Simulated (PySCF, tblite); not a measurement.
# C7H11O3P: geometry, infrared bands and NMR shifts

Aim: predict the infrared bands and NMR shifts of C7H11O3P (`CC(=O)P(=O)(C(C)=O)C1CC1`).

Programs: tblite 0.8.0 and PySCF 2.14.0, with density-fitted response routines of our own. Each step states its level of theory. These are calculated values for one molecule in the gas phase, unless marked as measured. Atoms are numbered from 0 throughout.

## Step 1: The molecule as given

22 atoms, charge 0, multiplicity 1; geometry from: force field or distance geometry start.

Bonds of the start (Å): C0–C1 1.51, C1–O2 1.23, C1–P3 1.77, P3–O4 1.52, P3–C5 1.77, C5–C6 1.49, C5–O7 1.24, P3–C8 1.81, C8–C9 1.51, C9–C10 1.50, C10–C8 1.51, C0–H11 1.10, C0–H12 1.11, C0–H13 1.09, C6–H14 1.10, C6–H15 1.08, C6–H16 1.10, C8–H17 1.08, C9–H18 1.08, C9–H19 1.08, C10–H20 1.08, C10–H21 1.08.

## Step 2: Geometry optimisation with GFN2-xTB

The job: settings as JSON, then the geometry in Å.

```
{"job": {"kind": "relax", "xc": "GFN2-xTB", "basis": "xTB"}, "charge": 0, "multiplicity": 1}
C      2.181900    -0.947800     2.128800
C      1.734000    -0.740200     0.701700
O      2.444600    -1.050400    -0.250800
P      0.103700    -0.096400     0.441000
O     -1.012500    -0.749700     1.241300
C      0.231800     1.659800     0.592100
C     -0.948900     2.480900     0.184500
O      1.288700     2.162300     1.006600
C     -0.322500    -0.446000    -1.284800
C     -1.771300    -0.468900    -1.721700
C     -0.984100    -1.749500    -1.658000
H      1.824600    -1.924200     2.479300
H      1.745200    -0.158300     2.770700
H      3.267300    -0.892100     2.188400
H     -1.870300     1.992100     0.518000
H     -0.958900     2.594300    -0.885400
H     -0.896500     3.465000     0.664900
H      0.398800    -0.058600    -1.990100
H     -2.010900    -0.074600    -2.701900
H     -2.540100    -0.320500    -0.978200
H     -0.688000    -2.211700    -2.582800
H     -1.227200    -2.446300    -0.864200
```

Launch:

```console
$ OMP_NUM_THREADS=1 python probes_run.py task.json out
```

The driver reads the jobs from task.json and runs them one after another.

**Question.** This job is followed by: GFN2-xTB harmonic vibrations, gas phase; GIAO PBE0/pcSseg-1 NMR shielding, non-relativistic, gas phase. Predict these results of the whole session: strongest single infrared mode (GFN2-xTB); zero-point energy (GFN2-xTB); 13C shifts against TMS (PBE0/pcSseg-1, means over atoms taken as alike); 1H shifts against TMS (PBE0/pcSseg-1, means over atoms taken as alike); 17O shifts against H2O (PBE0/pcSseg-1, means over atoms taken as alike); 31P shifts against H3PO4 (PBE0/pcSseg-1).

**Answer**, as computed:

```
                                                               quantity                       value
                              strongest single infrared mode (GFN2-xTB)       1770 cm⁻¹, 349 km/mol
                                           zero-point energy (GFN2-xTB)              104.6 kcal/mol
13C shifts against TMS (PBE0/pcSseg-1, means over atoms taken as alike)   221.7, 33.3, 7.4, 3.1 ppm
 1H shifts against TMS (PBE0/pcSseg-1, means over atoms taken as alike)  2.81, 0.98, 0.89, 0.85 ppm
17O shifts against H2O (PBE0/pcSseg-1, means over atoms taken as alike)             721.4, 74.8 ppm
                               31P shifts against H3PO4 (PBE0/pcSseg-1)                    12.4 ppm
```

**Reading.** Relaxing lowered the energy by 0.614 eV in 113 steps; the close pair that moved most is P3–C5, from 1.767 to 1.891 Å. All 60 modes are real, so the xTB geometry is a minimum. The strongest single mode, at 1770 cm⁻¹, moves mainly C1 and O2. GFN2-xTB is a fitted tight-binding method: band positions and strengths are rough. Its intensities can rank the bands wrongly. H11, H12, H13, H14, H15, H16 (mean) (hydrogen on a methyl carbon α to a carbonyl) lies farthest downfield among hydrogen, at 2.81 ppm; α to C=O. At PBE0/pcSseg-1: The largest span, 1404 ppm, is at O2, O7, where the paramagnetic term is -786 ppm.
